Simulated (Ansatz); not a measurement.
# CH11GeNSi2: the cost of one run

Program: Ansatz 0.2.0. Level of theory: RHF/def2-SVP. These are calculated values, not measurements.

## 1. Starting point

Bond lengths (14 of 15 bonds, heavy atoms first): C1–Ge2 1.892 Å, Ge2–Si3 2.308 Å, Si3–N4 1.752 Å, Si3–Si5 2.219 Å, C1–H6 1.154 Å, C1–H7 1.144 Å, C1–H8 1.052 Å, Ge2–H9 1.558 Å, Ge2–H10 1.573 Å, Si3–H11 1.491 Å, N4–H12 1.040 Å, N4–H13 1.005 Å, Si5–H14 1.427 Å, Si5–H15 1.476 Å. Angles (14 of 27 angles, heavy atoms first): C1–Ge2–Si3 107.5°, Ge2–Si3–N4 110.4°, Ge2–Si3–Si5 110.2°, N4–Si3–Si5 111.8°, C1–Ge2–H9 110.9°, C1–Ge2–H10 108.8°, Si3–Ge2–H9 111.0°, Si3–Ge2–H10 110.5°, Ge2–C1–H6 110.4°, Ge2–C1–H7 109.4°, Ge2–C1–H8 112.4°, Ge2–Si3–H11 108.0°, N4–Si3–H11 106.0°, Si5–Si3–H11 110.3°.

Structure file:

```xyz
16

C    -1.5482    1.0549    1.3241
Ge    0.3408    1.0549    1.2227
Si    0.9550   -0.5718   -0.2953
N     0.4832   -2.1563    0.2841
Si    0.0835   -0.1286   -2.2878
H    -2.0063    1.3528    0.3075
H    -1.8902    1.8785    2.0407
H    -1.9334    0.1258    1.6331
H     0.8735    2.4526    0.7885
H     0.9243    0.7297    2.6469
H     2.4435   -0.5905   -0.3747
H     0.8973   -2.3392    1.2202
H     0.7272   -2.8511   -0.3996
H     0.4509   -1.1468   -3.2171
H    -1.3841   -0.1141   -2.1356
H     0.5600    1.2265   -2.7136
```

## 2. Relaxing end A

Input file input.yaml:

```yaml
crystal:
  periodic: [false, false, false]
  atoms:
    - { symbol: C, position_ang: [-1.5482, 1.0549, 1.3241] }
    - { symbol: Ge, position_ang: [0.3408, 1.0549, 1.2227] }
    - { symbol: Si, position_ang: [0.955, -0.5718, -0.2953] }
    - { symbol: "N", position_ang: [0.4832, -2.1563, 0.2841] }
    - { symbol: Si, position_ang: [0.0835, -0.1286, -2.2878] }
    - { symbol: H, position_ang: [-2.0063, 1.3528, 0.3075] }
    - { symbol: H, position_ang: [-1.8902, 1.8785, 2.0407] }
    - { symbol: H, position_ang: [-1.9334, 0.1258, 1.6331] }
    - { symbol: H, position_ang: [0.8735, 2.4526, 0.7885] }
    - { symbol: H, position_ang: [0.9243, 0.7297, 2.6469] }
    - { symbol: H, position_ang: [2.4435, -0.5905, -0.3747] }
    - { symbol: H, position_ang: [0.8973, -2.3392, 1.2202] }
    - { symbol: H, position_ang: [0.7272, -2.8511, -0.3996] }
    - { symbol: H, position_ang: [0.4509, -1.1468, -3.2171] }
    - { symbol: H, position_ang: [-1.3841, -0.1141, -2.1356] }
    - { symbol: H, position_ang: [0.56, 1.2265, -2.7136] }
basis:
  gaussian: { orbitals: def2-SVP }
hamiltonian:
  xc: hf
relax:
  f_tol: 0.015
  max_steps: 40
output:
  orbitals: {}
```

Run with:

```
$ ansatz run input.yaml --threads 2 --pin off --max-ram 3072MiB --backend cpu --events-out ev --progress --plain --runs-dir out
```

What time and memory should one allow on 2 threads of AMD EPYC 9R45 (Zen 5), shared host?

About 23 s, with a peak of 0.47 GiB.
